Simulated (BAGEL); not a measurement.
# C3H8Si (SMILES CC(C)[SiH]): a chain of runs

We compute the energy (HF/def2-SV(P)), then the energy (NEVPT2(2,2)/def2-SV(P)), then a single-point energy (CASPT2(2,2)/def2-SV(P)) of C3H8Si. 

The calculation is run with BAGEL 1.2.2.

2 further runs of the same task are left out: 2 set aside as unsound or not needed.

### 1 Starting point

C3H8Si has 12 atoms, charge 0, and is taken as a singlet. SMILES: `CC(C)[SiH]`. One bond was lengthened or shortened from a relaxed shape.

Bond lengths: C1–C2 1.513 Å, C2–C3 1.532 Å, C2–Si4 1.900 Å, C1–H5 1.256 Å, C1–H6 1.093 Å, C1–H7 1.096 Å, C2–H8 1.091 Å, C3–H9 1.089 Å, C3–H10 1.146 Å, C3–H11 1.090 Å, Si4–H12 1.529 Å. Some angles: C1–C2–C3 114.4°, C1–C2–Si4 122.7°, C3–C2–Si4 84.0°, C1–C2–H8 111.2°, C3–C2–H8 110.2°, Si4–C2–H8 111.4°, C2–C1–H5 111.1°, C2–C1–H6 110.7°, C2–C1–H7 112.0°, C2–C3–H9 112.0°.

### 2 A single-point energy at HF/def2-SV(P) (density fitting with svp-jkfit) (run 1)

The input, calc.json:

```json
{ "bagel" : [

{
  "title" : "molecule",
  "basis" : "def2-sv_p_.json",
  "df_basis" : "svp-jkfit",
  "angstrom" : "true",
  "geometry" : [
    { "atom" : "C", "xyz" : [   -0.165076,    0.924920,   -0.925786 ] },
    { "atom" : "C", "xyz" : [    0.185624,   -0.418380,   -0.323186 ] },
    { "atom" : "C", "xyz" : [    0.877924,   -0.339580,    1.041114 ] },
    { "atom" : "Si", "xyz" : [   -1.080976,   -1.487780,    0.604614 ] },
    { "atom" : "H", "xyz" : [   -0.840100,    0.787500,   -1.976500 ] },
    { "atom" : "H", "xyz" : [   -0.762576,    1.516820,   -0.227386 ] },
    { "atom" : "H", "xyz" : [    0.728224,    1.504320,   -1.185386 ] },
    { "atom" : "H", "xyz" : [    0.782224,   -1.016480,   -1.013386 ] },
    { "atom" : "H", "xyz" : [    0.838424,    0.663820,    1.462014 ] },
    { "atom" : "H", "xyz" : [    0.372724,   -0.992980,    1.835614 ] },
    { "atom" : "H", "xyz" : [    1.895524,   -0.729580,    1.045514 ] },
    { "atom" : "H", "xyz" : [   -1.786776,   -0.270680,    1.204014 ] }
  ]
},
{
  "title" : "hf"
},
{
  "title" : "print",
  "file" : "orbitals.molden",
  "orbitals" : "true"
}

]}
```

The basis set def2-SV(P) is read from a file made from the Basis Set Exchange's data (not shown).

Command:

```sh
$ BAGEL_NUM_THREADS=1 BAGEL calc.json > calc.out
```

Log:

```text
* using 1 threads per process

  ===============================================================
  ===============================================================

  *** Geometry ***

  { "atom" : "C", "xyz" : [     -0.311948,      1.747845,     -1.749482 ] },
  { "atom" : "C", "xyz" : [      0.350779,     -0.790624,     -0.610733 ] },
  { "atom" : "C", "xyz" : [      1.659036,     -0.641713,      1.967420 ] },
[... 8 lines of this table left out ...]
  { "atom" : "H", "xyz" : [     -3.376517,     -0.511511,      2.275257 ] },

  Number of auxiliary basis functions:      497

  Since a DF basis is specified, we compute 2- and 3-index integrals:
    o Being stored without compression. Storage requirement is 0.023 GB

  Number of basis functions:       76
  Number of electrons      :       40

    * METHOD: MOLECULE                             0.26

  *** RHF ***

  === Nuclear Repulsion ===
   159.3738796328

      * DIIS with orbital gradients will be used.

  === RHF iteration (def2-sv_p_.json) ===
      0       -406.73391958          0.01659240           0.06
      1       -406.86574103          0.00906019           0.06
      2       -406.90285045          0.00176404           0.06
[... 10 lines of this table left out ...]
     13       -406.90542869          0.00000001           0.06
    * SCF iteration converged.

    * Permanent dipole moment:
           (   -0.554730,    -0.436323,     0.006105) a.u.

    * METHOD: HF                                   0.99

    * METHOD: PRINT                                0.02

  ===============================================================
```

Wall time 1.4 s (1 thread of Arm Neoverse V1, shared host); peak memory 0.15 GiB.

### 3 The energy at NEVPT2(2,2)/def2-SV(P) (density fitting with svp-jkfit) (run 2)

The input, job.json:

```json
{ "bagel": [

{
  "title": "molecule",
  "basis": "def2-sv_p_.json",
  "df_basis": "svp-jkfit",
  "angstrom": true,
  "geometry": [
    { "atom": "C", "xyz": [      -0.165076,       0.924920,      -0.925786 ] },
    { "atom": "C", "xyz": [       0.185624,      -0.418380,      -0.323186 ] },
    { "atom": "C", "xyz": [       0.877924,      -0.339580,       1.041114 ] },
    { "atom": "Si", "xyz": [      -1.080976,      -1.487780,       0.604614 ] },
    { "atom": "H", "xyz": [      -0.840100,       0.787500,      -1.976500 ] },
    { "atom": "H", "xyz": [      -0.762576,       1.516820,      -0.227386 ] },
    { "atom": "H", "xyz": [       0.728224,       1.504320,      -1.185386 ] },
    { "atom": "H", "xyz": [       0.782224,      -1.016480,      -1.013386 ] },
    { "atom": "H", "xyz": [       0.838424,       0.663820,       1.462014 ] },
    { "atom": "H", "xyz": [       0.372724,      -0.992980,       1.835614 ] },
    { "atom": "H", "xyz": [       1.895524,      -0.729580,       1.045514 ] },
    { "atom": "H", "xyz": [      -1.786776,      -0.270680,       1.204014 ] }
  ]
},

{
  "title": "hf"
},

{
  "title": "casscf",
  "nstate": 1,
  "nact": 2,
  "nclosed": 19,
  "active": [18, 27],
  "maxiter": 200,
  "natocc": true
},

{
  "title": "nevpt2",
  "nstate": 1,
  "nact": 2,
  "nclosed": 19,
  "active": [18, 27],
  "maxiter": 200,
  "natocc": true,
  "ncore": 8
},

{
  "title": "print",
  "file": "orbitals.molden",
  "orbitals": true
}

]}
```

The basis set def2-SV(P) is read from a file made from the Basis Set Exchange's data (not shown).

Command:

```sh
$ BAGEL_NUM_THREADS=1 BAGEL job.json > job.out
```

Log:

```text
* using 1 threads per process

  ===============================================================
  ===============================================================

  *** Geometry ***

  { "atom" : "C", "xyz" : [     -0.311948,      1.747845,     -1.749482 ] },
  { "atom" : "C", "xyz" : [      0.350779,     -0.790624,     -0.610733 ] },
  { "atom" : "C", "xyz" : [      1.659036,     -0.641713,      1.967420 ] },
[... 8 lines of this table left out ...]
  { "atom" : "H", "xyz" : [     -3.376517,     -0.511511,      2.275257 ] },

[... 23 lines left out ...]
    * SCF iteration converged.
[... 1 line left out ...]
    * Permanent dipole moment:
[... 27 lines left out ...]
    * Second-order optimization converged. *
[... 9 lines left out ...]
     * ci vector, state   0, <S^2> = 0.0000
[... 3 lines left out ...]
    * METHOD: CASSCF                               2.93

    * freezing 8 orbitals

  === DF-NEVPT2 calculation ===

    * 3-index integral transformation done
    * assembly done

      NEVPT2 correlation energy:   -0.4503961275      0.14

          (+0)     -0.4046086334
          (+0)'    -0.0151388797
          (+1)     -0.0043761863
          (+1)'    -0.0000000000
          (+2)     -0.0002100993
          (-1)     -0.0217404329
          (-1)'     0.0000000000
          (-2)     -0.0043218959

      NEVPT2 total energy:       -407.3766397073

    * METHOD: NEVPT2                               0.25

    * METHOD: PRINT                                0.02

  ===============================================================
```

Wall time 4.5 s (1 thread of Arm Neoverse V1, shared host); peak memory 0.15 GiB.

### 4 The energy at CASPT2(2,2)/def2-SV(P) (density fitting with svp-jkfit) (run 3)

The input, input.json:

```json
{ "bagel" : [

{
  "title" : "molecule",
  "basis" : "def2-sv_p_.json",
  "df_basis" : "svp-jkfit",
  "angstrom" : true,
  "geometry" : [
    { "atom" : "C", "xyz" : [   -0.165076,    0.924920,   -0.925786 ] },
    { "atom" : "C", "xyz" : [    0.185624,   -0.418380,   -0.323186 ] },
    { "atom" : "C", "xyz" : [    0.877924,   -0.339580,    1.041114 ] },
    { "atom" : "Si", "xyz" : [   -1.080976,   -1.487780,    0.604614 ] },
    { "atom" : "H", "xyz" : [   -0.840100,    0.787500,   -1.976500 ] },
    { "atom" : "H", "xyz" : [   -0.762576,    1.516820,   -0.227386 ] },
    { "atom" : "H", "xyz" : [    0.728224,    1.504320,   -1.185386 ] },
    { "atom" : "H", "xyz" : [    0.782224,   -1.016480,   -1.013386 ] },
    { "atom" : "H", "xyz" : [    0.838424,    0.663820,    1.462014 ] },
    { "atom" : "H", "xyz" : [    0.372724,   -0.992980,    1.835614 ] },
    { "atom" : "H", "xyz" : [    1.895524,   -0.729580,    1.045514 ] },
    { "atom" : "H", "xyz" : [   -1.786776,   -0.270680,    1.204014 ] }
  ]
},
{
  "title" : "hf"
},
{
  "title" : "casscf",
  "nstate" : 1,
  "nact" : 2,
  "nclosed" : 19,
  "active" : [18, 27],
  "maxiter" : 200,
  "natocc" : true
},
{
  "title" : "print",
  "file" : "orbitals.molden",
  "orbitals" : true
},
{
  "title" : "smith",
  "method" : "caspt2",
  "ms" : true,
  "xms" : true,
  "sssr" : true,
  "shift" : 0.2,
  "shift_imag" : true,
  "ncore" : 8
}

]}
```

The basis set def2-SV(P) is read from a file made from the Basis Set Exchange's data (not shown).

Command:

```sh
$ BAGEL_NUM_THREADS=1 BAGEL input.json > input.out
```

Log:

```text
* using 1 threads per process

  ===============================================================
  ===============================================================

  *** Geometry ***

  { "atom" : "C", "xyz" : [     -0.311948,      1.747845,     -1.749482 ] },
  { "atom" : "C", "xyz" : [      0.350779,     -0.790624,     -0.610733 ] },
  { "atom" : "C", "xyz" : [      1.659036,     -0.641713,      1.967420 ] },
[... 8 lines of this table left out ...]
  { "atom" : "H", "xyz" : [     -3.376517,     -0.511511,      2.275257 ] },

[... 25 lines left out ...]
    * Permanent dipole moment:
[... 37 lines left out ...]
     * ci vector, state   0, <S^2> = 0.0000
[... 21 lines left out ...]
       #      aibj      arbs      arbi      airj      risj      airs      arst      rist         Etot      error   time
[... 9 lines left out ...]
      ------------------------------------------------------------------------------------------------------------------

    * CASPT2 energy : state  0     -407.3790609299
        w/o shift correction       -407.3759343568
        reference weight              0.8521610029

    * METHOD: SMITH                                0.64

  ===============================================================
```

Wall time 5.1 s (1 thread of Arm Neoverse V1, shared host); peak memory 0.16 GiB.

### 5 Results

| quantity | value |
| --- | --- |
| run 1, HF/def2-SV(P): total energy | -406.90543 Eh |
| run 1, HF/def2-SV(P): dipole moment | 1.79 D |
| run 1, HF/def2-SV(P): HOMO energy | -8.48 eV |
| run 1, HF/def2-SV(P): LUMO energy | 2.10 eV |
| run 1, HF/def2-SV(P): HOMO–LUMO gap | 10.58 eV |
| run 2, NEVPT2(2,2)/def2-SV(P): total energy | -407.37664 Eh |
| run 3, CASPT2(2,2)/def2-SV(P): total energy | -407.37906 Eh |
